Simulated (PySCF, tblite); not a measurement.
**C₄H₁₁Cl₂FSi₂: geometry, infrared bands and NMR shifts**

Wanted: the infrared bands and NMR shifts of C₄H₁₁Cl₂FSi₂ (`FC[C@H]([SiH2]C[SiH3])C(Cl)Cl`), by calculation.

Computed with tblite 0.8.0 and PySCF 2.14.0, with density-fitted response routines of our own, on a single molecule in the gas phase. Atoms are numbered from 0 throughout.

## Step 1: Starting geometry

20 atoms, charge 0, multiplicity 1; geometry from: force field or distance geometry start.

Bonds of the start (Å): F0–C1 1.38, C1–C2 1.52, C2–Si3 1.91, Si3–C4 1.85, C4–Si5 1.84, C2–C6 1.55, C6–Cl7 1.79, C6–Cl8 1.79, C1–H9 1.09, C1–H10 1.10, C2–H11 1.10, Si3–H12 1.50, Si3–H13 1.48, C4–H14 1.08, C4–H15 1.09, Si5–H16 1.49, Si5–H17 1.49, Si5–H18 1.49, C6–H19 1.09.

## Step 2: Optimising the geometry with GFN2-xTB

What the job is given:

```
{"job": {"kind": "relax", "xc": "GFN2-xTB", "basis": "xTB"}, "charge": 0, "multiplicity": 1}
F     -0.808300    -2.324600    -0.292000
C     -1.753600    -1.366400    -0.007800
C     -1.272400    -0.040200    -0.577600
Si     0.332700     0.598400     0.238900
C      1.758700    -0.534300    -0.096000
Si     3.242900     0.221200     0.681800
C     -2.380100     1.043600    -0.588600
Cl    -3.150300     1.278500     1.013400
Cl    -3.652600     0.632300    -1.774000
H     -2.695100    -1.709500    -0.433700
H     -1.863900    -1.351300     1.088900
H     -0.978600    -0.220400    -1.618500
H      0.081000     0.720000     1.714000
H      0.588100     1.944200    -0.309800
H      1.574100    -1.523000     0.306100
H      1.904100    -0.642200    -1.170100
H      4.432100    -0.634600     0.435800
H      3.080600     0.338600     2.154900
H      3.537800     1.564000     0.117200
H     -1.982400     2.016300    -0.885700
```

Started as:

```bash
> OMP_NUM_THREADS=1 python probes_run.py task.json out
```

The driver reads the jobs from task.json and runs them one after another.

**Question.** This job is followed by: GFN2-xTB harmonic vibrations, gas phase; GIAO PBE0/pcSseg-1 NMR shielding, non-relativistic, gas phase. Predict these results of the whole session: strongest single infrared mode (GFN2-xTB); zero-point energy (GFN2-xTB); ¹³C shifts against TMS (PBE0/pcSseg-1); ¹H shifts against TMS (PBE0/pcSseg-1, means over atoms taken as alike); ¹⁹F shifts against CFCl3 (PBE0/pcSseg-1); ²⁹Si shifts against TMS (PBE0/pcSseg-1); ³⁵Cl shifts against HCl (PBE0/pcSseg-1).

**Answer**, as computed:

```
                                                              quantity                                                      value
                             strongest single infrared mode (GFN2-xTB)                                       798 cm⁻¹, 569 km/mol
                                          zero-point energy (GFN2-xTB)                                              83.7 kcal/mol
                                ¹³C shifts against TMS (PBE0/pcSseg-1)                                 87.0, 86.6, 44.7, -9.9 ppm
¹H shifts against TMS (PBE0/pcSseg-1, means over atoms taken as alike)  6.19, 5.66, 5.32, 4.24, 4.05, 3.93, 2.14, 0.21, -0.22 ppm
                              ¹⁹F shifts against CFCl3 (PBE0/pcSseg-1)                                                 -265.3 ppm
                               ²⁹Si shifts against TMS (PBE0/pcSseg-1)                                           -29.6, -75.1 ppm
                               ³⁵Cl shifts against HCl (PBE0/pcSseg-1)                                               289, 251 ppm
```

In words: The optimisation took 129 steps and gained 0.242 eV; among the close pairs (by a distance rule), C4–Si5 changed most, from 1.838 to 1.900 Å. All 54 modes are real, so the xTB geometry is a minimum. The strongest single mode, at 798 cm⁻¹, is spread over several atoms, H18, H17, H16, Si5 among them. GFN2-xTB is a fitted tight-binding method: band positions and strengths are rough. Its intensities can rank the bands wrongly. C6 stands next to heavy halogen, whose spin-orbit shielding this run leaves out, so the computed shift lies too far downfield, most of all for carbon beside Br or I. The most deshielded hydrogen is H19 (hydrogen on an sp3 CH bonded to 2 Cl), at 6.19 ppm: its carbon carries Cl, an electronegative neighbour. At PBE0/pcSseg-1: The largest span, 690 ppm, is at Cl8, where the paramagnetic term is -484 ppm.
